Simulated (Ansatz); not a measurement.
I need a geometry optimisation of C3H8AlF, SMILES C[CH](C)[AlH][F]. Use Ansatz's Python interface. Settings: Hartree-Fock, def2-SVP basis, multiplicity 1.

```xyz
13

C    -1.1405    0.5337    0.6401
C     0.2165    0.3667    0.0716
C     0.9373   -0.6958    0.8571
Al    0.2149   -0.1238   -1.8771
F    -0.6568    0.9571   -3.0724
H    -1.7110    1.3925    0.0569
H    -1.1094    0.8960    1.6962
H    -1.7428   -0.3423    0.5548
H     0.7827    1.3449    0.1833
H     1.0455   -0.3931    1.9607
H     1.9912   -0.8168    0.4964
H     0.4639   -1.6669    0.8283
H     0.7289   -1.4869   -2.3811
```

The script, `c3h8alf_opt.py`:
```python
# -*- coding: utf-8 -*-
"""Geometry optimisation of C3H8AlF."""

import itertools

import ansatz
from ase import Atoms
from ase.data import atomic_numbers, covalent_radii
import numpy as np
import pandas as pd


def main():
    atoms = Atoms(["C", "C", "C", "Al", "F", "H", "H", "H", "H", "H", "H", "H", "H"], positions=[
        (-1.1405, 0.5337, 0.6401),
        (0.2165, 0.3667, 0.0716),
        (0.9373, -0.6958, 0.8571),
        (0.2149, -0.1238, -1.8771),
        (-0.6568, 0.9571, -3.0724),
        (-1.711, 1.3925, 0.0569),
        (-1.1094, 0.896, 1.6962),
        (-1.7428, -0.3423, 0.5548),
        (0.7827, 1.3449, 0.1833),
        (1.0455, -0.3931, 1.9607),
        (1.9912, -0.8168, 0.4964),
        (0.4639, -1.6669, 0.8283),
        (0.7289, -1.4869, -2.3811),
    ])
    system = ansatz.Crystal.molecule_from_ase(atoms)

    base = (
        system.calculation()
        .basis(gaussian="def2-SVP")
        .functional("hf")
    )
    symbols = [site.symbol for site in system.cartesian_sites]
    start = np.array([site.position_ang for site in system.cartesian_sites], dtype=float)
    def progress(event):
        if event["event"] == "relax_step":
            row = event["data"]
            print(f"step {row['step']:3d}  E = {row['lagrangian_ev']:.6f} eV  largest force component {row['allowed_force_max_ev_ang']:.4f} eV/A")


    report = base.relax(force_tolerance=0.02).session().plan().execute(on_event=progress).report
    end = np.array(report["positions_ang"])

    for key in ("converged", "free_energy_ev", "reference_energy_ev", "n_frozen", "n_occupied", "n_virtual"):
        print(f"{key:22s} {report[key]}")

    # pairs closer than 1.2 times the sum of covalent radii, before or after
    radius = [covalent_radii[atomic_numbers[s]] for s in symbols]
    span = lambda where, i, j: np.linalg.norm(where[i] - where[j])
    bonded = [(i, j) for i, j in itertools.combinations(range(len(symbols)), 2) if min(span(start, i, j), span(end, i, j)) < 1.2 * (radius[i] + radius[j])]
    print("pair        before    after (A)")
    for i, j in bonded:
        print(f"{symbols[i]}{i}-{symbols[j]}{j}".ljust(10), f"{span(start, i, j):8.4f} {span(end, i, j):8.4f}")
    for first, second in list(itertools.combinations(bonded, 2)):
        shared = set(first) & set(second)
        if shared and symbols[(j := shared.pop())] != "H":
            i, k = sorted((set(first) | set(second)) - {j})
            u, v = end[i] - end[j], end[k] - end[j]
            angle = np.degrees(np.arccos(np.clip(u @ v / np.linalg.norm(u) / np.linalg.norm(v), -1, 1)))
            print(f"final angle {symbols[i]}{i}-{symbols[j]}{j}-{symbols[k]}{k}: {angle:.2f} deg")

    charges = report["charge_distribution"]
    table = pd.DataFrame({"atom": symbols, "mulliken": charges["mulliken_charges_e"], "lowdin": charges["lowdin_charges_e"]})
    print(table.round(3).to_string())
    print("dipole (e A):", np.round(charges["dipole_moment_e_ang"], 4) + 0.0)


if __name__ == "__main__":
    main()
```

```console
$ python c3h8alf_opt.py
step   1  E = -12501.378665 eV  largest force component 4.0294 eV/A
step   2  E = -12501.979381 eV  largest force component 1.6968 eV/A
step   3  E = -12502.065857 eV  largest force component 0.9920 eV/A
step   4  E = -12502.121790 eV  largest force component 0.6522 eV/A
step   5  E = -12502.108509 eV  largest force component 0.4461 eV/A
step   6  E = -12502.142094 eV  largest force component 0.0911 eV/A
step   7  E = -12502.143114 eV  largest force component 0.0463 eV/A
step   8  E = -12502.144215 eV  largest force component 0.0277 eV/A
step   9  E = -12502.144831 eV  largest force component 0.0518 eV/A
step  10  E = -12502.144793 eV  largest force component 0.0830 eV/A
step  11  E = -12502.145390 eV  largest force component 0.0217 eV/A
step  12  E = -12502.145868 eV  largest force component 0.0714 eV/A
step  13  E = -12502.146307 eV  largest force component 0.0582 eV/A
step  14  E = -12502.146835 eV  largest force component 0.0200 eV/A
step  15  E = -12502.147247 eV  largest force component 0.0580 eV/A
step  16  E = -12502.147357 eV  largest force component 0.1085 eV/A
step  17  E = -12502.147647 eV  largest force component 0.0570 eV/A
step  18  E = -12502.147780 eV  largest force component 0.0273 eV/A
step  19  E = -12502.147934 eV  largest force component 0.0148 eV/A
step  20  E = -12502.147910 eV  largest force component 0.0595 eV/A
step  21  E = -12502.148051 eV  largest force component 0.0146 eV/A
step  22  E = -12502.148076 eV  largest force component 0.0238 eV/A
step  23  E = -12502.148111 eV  largest force component 0.0158 eV/A
converged              True
free_energy_ev         -12502.148110548611
reference_energy_ev    -12502.148110548611
n_frozen               0
n_occupied             [24, 24]
n_virtual              [90, 90]
pair        before    after (A)
C0-C1        1.4807   1.5371
C0-H5        1.1845   1.0917
C0-H6        1.1169   1.0944
C0-H7        1.0665   1.0940
C1-C2        1.5051   1.5376
C1-Al3       2.0095   1.9717
C1-H8        1.1358   1.1013
C2-H9        1.1495   1.0942
C2-H10       1.1205   1.0930
C2-H11       1.0807   1.0943
Al3-F4       1.8322   1.6594
Al3-H12      1.5415   1.5738
final angle C1-C0-H5: 112.00 deg
final angle C1-C0-H6: 111.22 deg
final angle C1-C0-H7: 111.63 deg
final angle C0-C1-C2: 111.85 deg
final angle C0-C1-Al3: 113.74 deg
final angle C0-C1-H8: 107.04 deg
final angle H5-C0-H6: 107.59 deg
final angle H5-C0-H7: 107.14 deg
final angle H6-C0-H7: 106.99 deg
final angle C2-C1-Al3: 113.04 deg
final angle C2-C1-H8: 106.92 deg
final angle C1-C2-H9: 111.29 deg
final angle C1-C2-H10: 112.24 deg
final angle C1-C2-H11: 111.69 deg
final angle Al3-C1-H8: 103.46 deg
final angle C1-Al3-F4: 118.47 deg
final angle C1-Al3-H12: 125.46 deg
final angle H9-C2-H10: 107.24 deg
final angle H9-C2-H11: 106.92 deg
final angle H10-C2-H11: 107.16 deg
final angle F4-Al3-H12: 116.05 deg
   atom  mulliken  lowdin
0     C     0.016   0.056
1     C    -0.593  -0.192
2     C     0.010   0.051
3    Al     1.148   0.385
4     F    -0.546  -0.132
5     H     0.041   0.004
6     H     0.025  -0.011
7     H     0.020  -0.003
8     H     0.052   0.010
9     H     0.029  -0.010
10    H     0.032   0.001
11    H     0.021  -0.003
12    H    -0.257  -0.155
dipole (e A): [ 0.2196 -0.0685  0.3071]
```

Caveats:
- Total energies depend on the basis set; only differences at equal settings carry meaning.
- The end point is the stationary point reached from this start; no frequency run checks that it is a minimum, and the basis set is modest.
- The Löwdin charges here are taken after orthogonalising the functions within each atom; they differ from plain Löwdin charges, and their signs can be unphysical.
- The whole script took 70 s on 1 thread of Arm Neoverse V1, on a shared host, peak memory 0.35 GiB.

(A comment or docstring line of the script was reworded after the run, the code is as it ran; lines on the test bed's own set-up are left out of the output.)
